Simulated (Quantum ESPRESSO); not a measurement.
Mo:

```
Mo
1.0
    -1.56000    1.56000    1.56000
     1.56000   -1.56000    1.56000
     1.56000    1.56000   -1.56000
Mo
1
Direct
  0.00000 0.00000 0.00000
```

The cell was built by a generator and needn't be a form met in nature.

Base run:

- Program: Quantum ESPRESSO 7.5
- Functional: PBEsol
- Potentials or basis: GBRV 1.5 PBEsol
- Cutoff: 612 eV
- Density cutoff: 4898 eV
- k mesh: 18 × 18 × 18
- Occupations: methfessel-paxton, width 0.1 eV
- Spin: no spin polarisation

Its results: band gap on the k mesh none (metal or under the smearing width); pressure 1.6 GPa.

Question: The run is repeated on the same cell with these changes: functional from PBEsol to LDA; potentials or basis from GBRV 1.5 PBEsol to GBRV 1.5 LDA. What comes out?

Answer: Band gap on the k mesh none (metal or under the smearing width); pressure -3.0 GPa.
